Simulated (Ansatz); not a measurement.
**C6H5O radical: a ladder of functionals and wavefunction methods**

One table from this session's results is given with a row withheld; the runs are named, their logs left out.

Computed with Ansatz 0.2.0, Gaussian basis. Level: functionals in def2-TZVPP, the program's frozen cores in correlated methods.

Levels to be run: LDA (SPW92), PBE-D4, revPBE-D4, BLYP-D4, r2SCAN-D4, B97M-V, PBE0-D4, B3LYP-D4, r2SCANh-D4, r2SCAN0-D4, HSE06-D4, BHLYP-D4, CAM-B3LYP-D4, LC-ωPBE, ωB97X-V, ωB97M-V, B2PLYP, PBE-QIDH; CCSD(T)/def2-SVP; CCSD(T)/def2-TZVPP; MP2/def2-QZVPP; extrapolation to the limit; RPA on PBE.

### Structure used throughout

All runs share one geometry, relaxed beforehand with PBE0-D4 in a triple-zeta def2 set.

12 atoms, charge 0, spin multiplicity 2.

Atoms are counted from 1 here; the program's logs count them from 0.

Bond lengths: O1–C2 1.246 Å, C2–C3 1.444 Å, C2–C7 1.444 Å, C3–C4 1.369 Å, C3–H8 1.084 Å, C4–C5 1.401 Å, C4–H9 1.084 Å, C5–C6 1.401 Å, C5–H10 1.084 Å, C6–C7 1.369 Å, C6–H11 1.084 Å, C7–H12 1.084 Å. Angles: O1–C2–C3 121.4°, O1–C2–C7 121.4°, C3–C2–C7 117.2°, C2–C3–C4 120.8°, C2–C3–H8 117.0°, C4–C3–H8 122.1°, C3–C4–C5 120.2°, C3–C4–H9 120.3°, C5–C4–H9 119.5°, C4–C5–C6 120.7°, C4–C5–H10 119.6°, C6–C5–H10 119.6°, C5–C6–C7 120.2°, C5–C6–H11 119.5°, C7–C6–H11 120.3°, C2–C7–C6 120.8°, C2–C7–H12 117.0°, C6–C7–H12 122.1°.

Geometry (Å):

```xyz
12
charge 0, multiplicity 2
O    -0.2156   -2.6403   -0.2173
C    -0.1145   -1.4025   -0.1154
C    -0.7463   -0.6821    0.9649
C    -0.6272    0.6779    1.0650
C     0.1138    1.3932    0.1146
C     0.7423    0.7318   -0.9490
C     0.6394   -0.6275   -1.0727
H    -1.3114   -1.2657    1.6819
H    -1.1052    1.2103    1.8796
H     0.2017    2.4698    0.2033
H     1.3105    1.3054   -1.6726
H     1.1125   -1.1703   -1.8824
```

The first run:

in.yaml

```yaml
crystal:
  periodic: [false, false, false]
  atoms:
    - {symbol: O, position_ang: [-0.215571, -2.640280, -0.217278]}
    - {symbol: C, position_ang: [-0.114503, -1.402459, -0.115412]}
    - {symbol: C, position_ang: [-0.746269, -0.682094, 0.964912]}
    - {symbol: C, position_ang: [-0.627227, 0.677921, 1.064986]}
    - {symbol: C, position_ang: [0.113750, 1.393178, 0.114648]}
    - {symbol: C, position_ang: [0.742336, 0.731834, -0.948973]}
    - {symbol: C, position_ang: [0.639366, -0.627548, -1.072673]}
    - {symbol: H, position_ang: [-1.311399, -1.265730, 1.681945]}
    - {symbol: H, position_ang: [-1.105153, 1.210307, 1.879604]}
    - {symbol: H, position_ang: [0.201667, 2.469795, 0.203255]}
    - {symbol: H, position_ang: [1.310501, 1.305399, -1.672618]}
    - {symbol: H, position_ang: [1.112505, -1.170314, -1.882416]}
basis:
  gaussian: {orbitals: def2-TZVPP}
magnetization: {spin_polarized: true, initial_magnetization: 1}
hamiltonian: {xc: lda}
output: {orbitals: {seedname: orbitals}}
```

On the command line:

```
$ ansatz run in.yaml --threads 2 --pin off --events-out ev --progress --plain --max-ram 32768MiB --backend cuda --devices 0, --max-vram 18GiB
```

Among the steps run: LDA; PBE-D4 (GGA); revPBE-D4 (GGA); BLYP-D4 (GGA); r2SCAN-D4 (meta-GGA); B97M-V (meta-GGA); PBE0-D4 (hybrid); B3LYP-D4 (hybrid); r2SCANh-D4 (hybrid); r2SCAN0-D4 (hybrid); HSE06-D4 (hybrid); BHLYP-D4 (hybrid); CAM-B3LYP-D4 (range-separated); LC-ωPBE (range-separated); ωB97X-V (range-separated); ωB97M-V (range-separated); B2PLYP (double hybrid); PBE-QIDH (double hybrid).

One of the session's tables, all rows but one given; the rest of the session is left out.

It belongs to the step «Frontier levels by functional». 

| functional | HOMO (eV) | LUMO (eV) | gap (eV) |
| --- | --- | --- | --- |
| LDA (SPW92) | -5.74 | -5.20 | 0.54 |
| PBE-D4 | ? | ? | ? |
| revPBE-D4 | -5.53 | -4.71 | 0.83 |
| BLYP-D4 | -5.51 | -4.67 | 0.84 |
| r2SCAN-D4 | -5.97 | -4.49 | 1.48 |
| B97M-V | -5.93 | -4.51 | 1.42 |
| PBE0-D4 | -6.88 | -3.77 | 3.11 |
| B3LYP-D4 | -6.59 | -4.04 | 2.55 |
| r2SCANh-D4 | -6.55 | -4.08 | 2.47 |
| r2SCAN0-D4 | -7.23 | -3.45 | 3.78 |
| HSE06-D4 | -6.48 | -4.15 | 2.33 |
| BHLYP-D4 | -7.86 | -2.52 | 5.34 |
| CAM-B3LYP-D4 | -8.06 | -2.70 | 5.37 |
| LC-ωPBE | -9.43 | -1.54 | 7.89 |
| ωB97X-V | -8.92 | -1.73 | 7.19 |
| ωB97M-V | -8.76 | -1.84 | 6.92 |

Q: Estimate the row for PBE-D4 from the others.

As computed: HOMO (eV): -5.61; LUMO (eV): -4.82; gap (eV): 0.79. In the column «HOMO (eV)» it lies between LDA (SPW92) (-5.74) and revPBE-D4 (-5.53).
